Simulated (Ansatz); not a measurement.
Set up this calculation in Ansatz 0.2.0, as the native input.

| Item | Value |
| --- | --- |
| Task | relaxation of cell and atoms |
| Functional | PBEsol |
| Dispersion | D4 |
| Potentials or basis | Ansatz PAW |
| Cutoff | 420 eV (not typed: the program's choice for these potentials) |
| k mesh | 7 × 7 × 7 |
| Occupations | fermi-dirac, width 0.05 eV |
| Spin | no spin polarisation |

The system is BiTe.

```
Bi Te
1.0
     0.00000    3.23500    3.23500
     3.23500    0.00000    3.23500
     3.23500    3.23500    0.00000
Bi Te
1 1
Cartesian
  0.0000 0.0000 0.0000
  3.2350 3.2350 3.2350
```

These files were run (other wordings do the same):

input.yaml

```yaml
crystal:
  lattice:
    - [0.0, 3.235, 3.235]
    - [3.235, 0.0, 3.235]
    - [3.235, 3.235, 0.0]
  atoms:
    - { symbol: Bi, position: [0.0, 0.0, 0.0] }
    - { symbol: Te, position: [0.5, 0.5, 0.5] }
hamiltonian:
  xc: pbesol
  pseudopotentials: { kind: paw }
  dispersion: d4
kpoints:
  mp_grid: { grid: [7, 7, 7] }
scf:
  occupations: { method: fermi_dirac, width: 0.05 }
output:
  forces: true
  stress: true
  eigenvalues: true
  write_density: true
  write_potential: true
  elf: true
  volumetric_format: npy
relax:
  f_tol: 0.01
  max_steps: 40
  cell: { stress_tol: 0.05 }
```

Potentials or basis: Ansatz PAW.

Launch:

```console
$ ansatz run input.yaml --threads 2 --pin off --max-ram 5632MiB --backend cpu --events-out ev --progress --plain --runs-dir out
```

It gave:

```json
{
 "Relaxed volume": "32.01 Å³/atom",
 "Relaxed cell": "a = 4.490 Å, b = 4.490 Å, c = 4.490 Å, α = 60.00°, β = 60.00°, γ = 60.00°",
 "Space group after relaxing (to 0.05 Å)": "Fm-3m (No. 225)",
 "Energy gained by relaxing": "16.9 meV/atom",
 "Ionic steps": "5",
 "Pressure after relaxing": "0.0 GPa",
 "Band gap on the k mesh": "none (metal or under the smearing width)"
}
```

Caveat: the plane-wave basis is chosen anew once the cell has moved, so the energies of steps on either side of that aren't comparable; spin-orbit coupling is left out, which moves the levels of the heavy elements; pairwise dispersion overbinds metals, which lowers pressure and volume; the PAW data sets come from PBE, with cores solved anew for the run's functional, which leaves a small shift of forces and pressure.

Run time: 5.9 s on 2 threads of AMD EPYC 7R43 64-Core Processor (Zen 3) (shared host), peak memory 0.42 GiB.
